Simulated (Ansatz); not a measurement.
# GeF2: taking an electron away

Aim: the vertical ionisation energy of GeF2, as cation minus neutral at the neutral's geometry, on several levels, and how well −ε(HOMO) stands in for it.

Program: Ansatz 0.2.0, Gaussian basis. Level of theory: unrestricted cation, the program's frozen cores in correlated methods. These are calculated values, not measurements.

The runs, in order: UKS PBE-D4/def2-TZVPP; UKS r2SCAN-D4/def2-TZVPP; UKS PBE0-D4/def2-TZVPP; UKS B3LYP-D4/def2-TZVPP; UKS wB97X-V/def2-TZVPP; UKS wB97M-V/def2-TZVPP; UKS B2PLYP/def2-TZVPP; UHF-CCSD(T)/def2-TZVPP; UHF-MP2/def2-QZVPP; extrapolation to the limit; then −ε(HOMO) from the neutral's earlier runs with LDA (SPW92), PBE-D4, revPBE-D4, BLYP-D4, r2SCAN-D4, B97M-V, PBE0-D4, B3LYP-D4, r2SCANh-D4, r2SCAN0-D4, HSE06-D4, BHLYP-D4, CAM-B3LYP-D4, LC-ωPBE, ωB97X-V, ωB97M-V.

### 1 The relaxed structure

All runs share one geometry, relaxed beforehand with PBE0-D4 in a triple-zeta def2 set.

SMILES `[F][Ge][F]`, 3 atoms, charge 0, spin multiplicity 1.

Atoms are counted from 1 here; the program's logs count them from 0.

Bond lengths: F1–Ge2 1.745 Å, Ge2–F3 1.745 Å. Angles: F1–Ge2–F3 97.2°.

Geometry (Å):

```
F    -0.6759   -1.1018   -0.4975
Ge    0.6375   -0.2952    0.3202
F     0.0276    1.3321    0.1641
```

### 2 Cation, UKS PBE-D4/def2-TZVPP

Input file in.yaml:

```yaml
crystal:
  periodic: [false, false, false]
  atoms:
    - {symbol: F, position_ang: [-0.675937, -1.101756, -0.497544]}
    - {symbol: Ge, position_ang: [0.637480, -0.295161, 0.320228]}
    - {symbol: F, position_ang: [0.027556, 1.332116, 0.164116]}
basis:
  gaussian: {orbitals: def2-TZVPP}
total_charge: 1
magnetization: {spin_polarized: true, initial_magnetization: 1}
hamiltonian: {xc: pbe, dispersion: d4}
```

The runs that follow: Cation, UKS r2SCAN-D4/def2-TZVPP; Cation, UKS PBE0-D4/def2-TZVPP; Cation, UKS B3LYP-D4/def2-TZVPP; Cation, UKS wB97X-V/def2-TZVPP; Cation, UKS wB97M-V/def2-TZVPP; Cation, UKS B2PLYP (frozen core)/def2-TZVPP; Cation, UHF-CCSD(T)/def2-TZVPP; Cation, UHF-MP2/def2-QZVPP.

Before running them: what should the planned runs give, taken together? Wanted: ionisation energy, CCSD(T)/CBS; nearest functional by difference; nearest −ε(HOMO); −ε(HOMO) of PBE; T1 of the cation.

**Answer**, as computed:

| quantity | value |
| --- | --- |
| ionisation energy, CCSD(T)/CBS | 12.09 eV |
| nearest functional by difference | B3LYP-D4 (-0.35 eV) |
| nearest −ε(HOMO) | LC-ωPBE (-0.51 eV) |
| −ε(HOMO) of PBE | 7.64 eV |
| T1 of the cation | 0.021 |

In words: By cation minus neutral, the functionals miss by 0.68 eV at most. The PBE orbital energy is 4.5 eV too small: a semilocal HOMO is no ionisation energy. Among orbital estimates LC-ωPBE comes nearest. Hartree-Fock falls 1.18 eV short, as the neutral has more correlation energy than the cation. Correlated methods include outer-core shells of Ge, which these sets cover unevenly. With outer-core shells in play the reference is unsure by up to some tenths of an eV, so close misses can't be ranked.
